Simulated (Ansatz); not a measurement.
# AsP2: the cost of one run

Method: DFT PBE, scalar-relativistic, plane waves, PAW, in Ansatz 0.2.0.

## 1. The structure to begin with

Symmetry: I4/mmm, No. 139, tetragonal system. Conventional cell: a = 4.140 Å, b = 4.140 Å, c = 6.791 Å, α = 90.00°, β = 90.00°, γ = 90.00°. Around P (site symmetry 4mm) lie 1 P at 1.26 Å. As (site symmetry 4/mmm) is surrounded by 10 P at 2.76 to 2.99 Å.

As a file:

```cif
data_structure
_symmetry_space_group_name_H-M 'I4/mmm'
_symmetry_Int_Tables_number 139
_cell_length_a 4.1403
_cell_length_b 4.1403
_cell_length_c 6.7905
_cell_angle_alpha 90.000
_cell_angle_beta 90.000
_cell_angle_gamma 90.000
_cell_volume 116.40
loop_
_atom_site_label
_atom_site_type_symbol
_atom_site_symmetry_multiplicity
_atom_site_Wyckoff_symbol
_atom_site_fract_x
_atom_site_fract_y
_atom_site_fract_z
_atom_site_occupancy
P1 P 4 e 0.50000 0.50000 0.09300 1
As1 As 2 a 0.00000 0.00000 0.00000 1
```

(A quick probe on a coarse mesh, which set the mesh and smearing, is not shown.)

## 3. Coarse relaxation

Contents of input.yaml:

```yaml
crystal:
  lattice:
    - [-2.0701513766, 2.0701513766, 3.3952611266]
    - [2.0701513766, -2.0701513766, 3.3952611266]
    - [2.0701513766, 2.0701513766, -3.3952611266]
  atoms:
    - { symbol: P, position: [0.593, 0.593, 0.0] }
    - { symbol: P, position: [0.407, 0.407, 0.0] }
    - { symbol: As, position: [0.0, 0.0, 0.0] }
basis:
  ecutwfc: 420
kpoints:
  mp_grid: { grid: [6, 6, 6] }
hamiltonian:
  xc: pbe
scf:
  occupations: { method: gaussian, width: 0.1 }
  lower_state_search: "off"
output:
  forces: true
  stress: true
  eigenvalues: true
relax:
  adjacent_minimum: "off"
  f_tol: 0.04
  max_steps: 70
  cell: { stress_tol: 0.4 }
```

Launch:

```console
$ ansatz run input.yaml --threads 1 --pin off --max-ram 2560MiB --backend cpu --events-out ev --progress --plain --runs-dir out
```

What time and memory should one allow on 1 thread of Intel Xeon 6975P-C (Granite Rapids), shared host?

About 20 s, with a peak of 0.41 GiB.
